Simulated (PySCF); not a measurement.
**BeN: bond curves at several levels of theory**

An exercise on one series of results from a longer session: the logs are not shown, and one member is left open.

Program: PySCF 2.14.0. Level of theory: Be pcseg-2, N pcseg-2, no relativity. These are calculated values, not measurements.

Set-up of the first run:

The job is set up so:

| Quantity | Value |
| --- | --- |
| atoms | Be, N |
| charge | 0 |
| basis | Be pcseg-2, N pcseg-2 |
| Hamiltonian | no relativity |
| basis functions | 45 |
| electrons treated | 11 |
| masses in u | 9.0122, 14.0031 |
| levels | PBE0, PBE, r²SCAN, PBEsol, TPSS, r²SCANh, CAM-B3LYP, HF, MP2, SCS-MP2, CCSD, CCSD(T) |
| grid | 80 radial by 434 angular points |
| occupations | held fixed by the projection of orbital angular momentum |
| dissociation limit | Be + N, each in its ground configuration |
| starting distance in angstrom | 1.615 |
| values of 2S to try | 1, 3 |

Command:

```sh
> OMP_NUM_THREADS=1 python dia.py task.json out
```

Steps of the session up to this table: Set-up; PBE0 along the bond; Other states along the same grid; PBE (GGA); r²SCAN; PBEsol (GGA); TPSS (meta-GGA); r²SCANh; CAM-B3LYP (range-separated hybrid); UHF (mean field); MP2 and coupled cluster.

One of the session's tables, all rows but one given; the rest of the session is left out.

Energy (eV) from each level's lowest point:

| R (Å) | UHF | UHF-MP2 | UHF-SCS-MP2 | UHF-CCSD | UHF-CCSD(T) |
| --- | --- | --- | --- | --- | --- |
| 1.380 | 0.655 | 0.669 | 0.677 | n/a | n/a |
| 1.444 | 0.280 | 0.297 | 0.305 | 0.309 | 0.321 |
| 1.509 | 0.078 | 0.090 | 0.096 | 0.099 | 0.106 |
| 1.557 | ? | ? | ? | ? | ? |
| 1.605 | 0.000 | 0.000 | 0.000 | 0.000 | 0.000 |
| 1.653 | 0.032 | 0.026 | 0.023 | 0.020 | 0.016 |
| 1.717 | 0.124 | 0.112 | 0.105 | 0.095 | 0.086 |
| 1.798 | 0.291 | 0.279 | 0.266 | 0.242 | 0.227 |
| 1.894 | 0.529 | 0.539 | 0.521 | 0.459 | 0.439 |
| 2.022 | 0.829 | 0.955 | 0.938 | n/a | n/a |

**Question.** Estimate the row for R (Å) = 1.557.

Worked estimate for «UHF». A straight line through the neighbours (1.509, 0.078) and (1.605, 0.000) gives 0.078 + (0.000 − 0.078) × (1.557 − 1.509) / (1.605 − 1.509) = 0.039; a parabola fitted to 4 rows on both sides gives 0.009.

As computed: UHF: 0.011; UHF-MP2: 0.018; UHF-SCS-MP2: 0.020; UHF-CCSD: 0.023; UHF-CCSD(T): 0.026. In «UHF» the line misses by +0.028 and the parabola by -0.002.
